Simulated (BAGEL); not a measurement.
**C2H5BClF (SMILES BC(F)CCl) at B3LYP/def2-SVP (density fitting with cc-pvqz-jkfit)**

What is the energy change on altering one bond length of C2H5BClF at B3LYP/def2-SVP (density fitting with cc-pvqz-jkfit)? 

The calculation is run with BAGEL 1.2.2.

5 further runs of the same task are left out: 3 that didn't finish, 2 set aside as unsound or not needed.

## 1. Starting point

The species is C2H5BClF (10 atoms), meant as a singlet with charge 0. As SMILES, `BC(F)CCl`. The coordinates come from a PBE0-D4/def2-TZVP relaxation. This is one conformer, not always the lowest.

Bond lengths: B1–C2 1.558 Å, C2–F3 1.386 Å, C2–C4 1.509 Å, C4–Cl5 1.782 Å, B1–H6 1.192 Å, B1–H7 1.195 Å, C2–H8 1.109 Å, C4–H9 1.090 Å, C4–H10 1.089 Å. Some angles: B1–C2–F3 113.9°, B1–C2–C4 115.3°, F3–C2–C4 109.7°, C2–C4–Cl5 112.6°, B1–C2–H8 102.6°, F3–C2–H8 107.0°, C4–C2–H8 107.5°, C2–B1–H6 120.8°, C2–B1–H7 118.2°, C2–C4–H9 110.7°.

## 2. The energy at B3LYP/def2-SVP (density fitting with cc-pvqz-jkfit)

Input file dft.json:

```json
{ "bagel": [

{
  "title": "molecule",
  "basis": "svp",
  "df_basis": "cc-pvqz-jkfit",
  "angstrom": true,
  "geometry": [
    { "atom": "B", "xyz": [   -1.309200,   -0.711700,   -0.281200 ] },
    { "atom": "C", "xyz": [    0.178900,   -0.496800,    0.126500 ] },
    { "atom": "F", "xyz": [    0.520300,   -1.080300,    1.336000 ] },
    { "atom": "C", "xyz": [    0.655300,    0.934900,    0.100000 ] },
    { "atom": "Cl", "xyz": [    2.428700,    1.067800,    0.206300 ] },
    { "atom": "H", "xyz": [   -2.010300,   -1.450800,    0.336900 ] },
    { "atom": "H", "xyz": [   -1.707400,   -0.172300,   -1.270600 ] },
    { "atom": "H", "xyz": [    0.728500,   -1.046200,   -0.665100 ] },
    { "atom": "H", "xyz": [    0.248500,    1.491800,    0.943700 ] },
    { "atom": "H", "xyz": [    0.349800,    1.412800,   -0.829700 ] }
  ]
},
{ "title": "ks", "xc_func": "b3lyp", "charge": 0 },
{ "title": "print", "file": "orbitals.molden", "orbitals": true }

]}
```

Launch:

```bash
$ BAGEL_NUM_THREADS=1 BAGEL dft.json > dft.out
```

Log:

```text
* using 1 threads per process

  ===============================================================
  ===============================================================

  *** Geometry ***

  { "atom" : "B", "xyz" : [     -2.474029,     -1.344918,     -0.531391 ] },
  { "atom" : "C", "xyz" : [      0.338072,     -0.938816,      0.239050 ] },
  { "atom" : "F", "xyz" : [      0.983225,     -2.041471,      2.524674 ] },
  { "atom" : "C", "xyz" : [      1.238338,      1.766705,      0.188973 ] },
  { "atom" : "Cl", "xyz" : [      4.589578,      2.017850,      0.389850 ] },
  { "atom" : "H", "xyz" : [     -3.798916,     -2.741615,      0.636649 ] },
  { "atom" : "H", "xyz" : [     -3.226518,     -0.325600,     -2.401086 ] },
  { "atom" : "H", "xyz" : [      1.376665,     -1.977031,     -1.256857 ] },
  { "atom" : "H", "xyz" : [      0.469597,      2.819093,      1.783335 ] },
  { "atom" : "H", "xyz" : [      0.661026,      2.669805,     -1.567906 ] },

  Number of auxiliary basis functions:      827

  Since a DF basis is specified, we compute 2- and 3-index integrals:
    o Being stored without compression. Storage requirement is 0.065 GB

  Number of basis functions:       99
  Number of electrons      :       48

    * METHOD: MOLECULE                             0.57

  *** Kohn-Sham DFT ***

    * Removing 20077 points whose weight is below 1.00e-10
    * Grid points: 128983

  === Nuclear Repulsion ===
   208.8146849902

       - DIIS with orbital gradients will be used.

  === KS iteration (b3lyp / svp) ===
      0       -629.39454885          0.11409424           0.57
      1       -565.53348541          0.15993509           0.48
      2       -599.94937647          0.15678817           0.50
      3       -647.31484066          0.10382554           0.51
      4       -638.41658244          0.17196163           0.48
      5       -661.78779396          0.04506320           0.50
      6       -663.69375312          0.01152494           0.48
      7       -663.74114403          0.00910837           0.50
      8       -663.78803439          0.00251415           0.47
      9       -663.79103604          0.00167313           0.48
     10       -663.79281530          0.00039692           0.48
     11       -663.79291764          0.00006944           0.49
     12       -663.79292065          0.00001615           0.48
     13       -663.79292080          0.00000796           0.48
     14       -663.79292085          0.00000189           0.50
     15       -663.79292085          0.00000038           0.48
     16       -663.79292085          0.00000028           0.49
     17       -663.79292085          0.00000007           0.48
     18       -663.79292085          0.00000003           0.49
     19       -663.79292085          0.00000001           0.47
     20       -663.79292085          0.00000001           0.48
    * SCF iteration converged.

    * Permanent dipole moment:
           (    0.701727,    -0.229039,     0.581540) a.u.

    * METHOD: KS                                  10.93

    * METHOD: PRINT                                0.01

  ===============================================================
```

It took 12 s on 1 thread of Intel Xeon 6975P-C (Granite Rapids), shared host; peak memory 0.61 GiB.

## 3. The distorted shape

Input file job.json:

```json
{ "bagel" : [

{
  "title" : "molecule",
  "basis" : "svp",
  "df_basis" : "cc-pvqz-jkfit",
  "angstrom" : true,
  "geometry" : [
    { "atom" : "B", "xyz" : [   -1.391646,   -0.629284,   -0.162451 ] },
    { "atom" : "C", "xyz" : [    0.096454,   -0.414384,    0.245249 ] },
    { "atom" : "F", "xyz" : [    0.437854,   -0.997884,    1.454749 ] },
    { "atom" : "C", "xyz" : [    0.572854,    1.017316,    0.218749 ] },
    { "atom" : "Cl", "xyz" : [    2.346254,    1.150216,    0.325049 ] },
    { "atom" : "H", "xyz" : [   -2.092746,   -1.368384,    0.455649 ] },
    { "atom" : "H", "xyz" : [   -1.789846,   -0.089884,   -1.151851 ] },
    { "atom" : "H", "xyz" : [    0.728500,   -1.046200,   -0.665100 ] },
    { "atom" : "H", "xyz" : [    0.166054,    1.574216,    1.062449 ] },
    { "atom" : "H", "xyz" : [    0.267354,    1.495216,   -0.710951 ] }
  ]
},
{
  "title" : "ks",
  "xc_func" : "b3lyp"
},
{
  "title" : "print",
  "file" : "orbitals.molden",
  "orbitals" : true
}

]}
```

Launch:

```bash
$ BAGEL_NUM_THREADS=1 BAGEL job.json > job.out
```

Log:

```text
* using 1 threads per process

  ===============================================================
  ===============================================================

  *** Geometry ***

  { "atom" : "B", "xyz" : [     -2.629830,     -1.189174,     -0.306988 ] },
  { "atom" : "C", "xyz" : [      0.182272,     -0.783072,      0.463453 ] },
  { "atom" : "F", "xyz" : [      0.827424,     -1.885727,      2.749077 ] },
  { "atom" : "C", "xyz" : [      1.082537,      1.922449,      0.413376 ] },
  { "atom" : "Cl", "xyz" : [      4.433777,      2.173593,      0.614254 ] },
  { "atom" : "H", "xyz" : [     -3.954717,     -2.585871,      0.861052 ] },
  { "atom" : "H", "xyz" : [     -3.382319,     -0.169856,     -2.176683 ] },
  { "atom" : "H", "xyz" : [      1.376665,     -1.977031,     -1.256857 ] },
  { "atom" : "H", "xyz" : [      0.313797,      2.974837,      2.007738 ] },
  { "atom" : "H", "xyz" : [      0.505226,      2.825549,     -1.343503 ] },

  Number of auxiliary basis functions:      827

  Since a DF basis is specified, we compute 2- and 3-index integrals:
    o Being stored without compression. Storage requirement is 0.065 GB

  Number of basis functions:       99
  Number of electrons      :       48

    * METHOD: MOLECULE                             0.57

  *** Kohn-Sham DFT ***

    * Removing 19896 points whose weight is below 1.00e-10
    * Grid points: 129164

  === Nuclear Repulsion ===
   208.0647321879

       - DIIS with orbital gradients will be used.

  === KS iteration (b3lyp / svp) ===
      0       -629.38474046          0.11382368           0.55
      1       -565.73842913          0.16107157           0.56
      2       -595.96426413          0.15984083           0.51
      3       -640.81471542          0.11550550           0.47
      4       -631.01643610          0.17206547           0.46
      5       -662.85626321          0.03145291           0.48
      6       -663.07052366          0.03196856           0.47
      7       -663.70509520          0.01077943           0.48
      8       -663.76492538          0.00397607           0.46
      9       -663.77925614          0.00219740           0.46
     10       -663.78302142          0.00025637           0.46
     11       -663.78306331          0.00006392           0.48
     12       -663.78306640          0.00001682           0.51
     13       -663.78306655          0.00000838           0.47
     14       -663.78306660          0.00000182           0.47
     15       -663.78306660          0.00000089           0.49
     16       -663.78306660          0.00000038           0.47
     17       -663.78306660          0.00000008           0.47
     18       -663.78306660          0.00000006           0.49
     19       -663.78306660          0.00000002           0.47
     20       -663.78306660          0.00000001           0.47
     21       -663.78306660          0.00000000           0.47
    * SCF iteration converged.

    * Permanent dipole moment:
           (    0.685233,    -0.255147,     0.540302) a.u.

    * METHOD: KS                                  11.28

    * METHOD: PRINT                                0.01

  ===============================================================
```

It took 12 s on 1 thread of Intel Xeon 6975P-C (Granite Rapids), shared host; peak memory 0.61 GiB.

## 4. Summary of results

At B3LYP/def2-SVP (density fitting with cc-pvqz-jkfit):

| quantity | value |
| --- | --- |
| first shape: total energy | -663.79292 Eh |
| first shape: dipole moment | 2.39 D |
| first shape: HOMO energy | -8.00 eV |
| first shape: LUMO energy | -2.23 eV |
| first shape: HOMO–LUMO gap | 5.77 eV |
| distorted shape: total energy | -663.78307 Eh |
| distorted shape: dipole moment | 2.31 D |
| distorted shape: HOMO energy | -8.01 eV |
| distorted shape: LUMO energy | -2.25 eV |
| distorted shape: HOMO–LUMO gap | 5.77 eV |
| energy change with the C2–H8 bond stretched from 1.109 to 1.276 Å | 0.268 eV |

In words: With the C2–H8 bond stretched from 1.109 to 1.276 Å the energy rises by 0.27 eV (25.9 kJ/mol). The first shape isn't relaxed at this level, so the change isn't measured from a minimum.
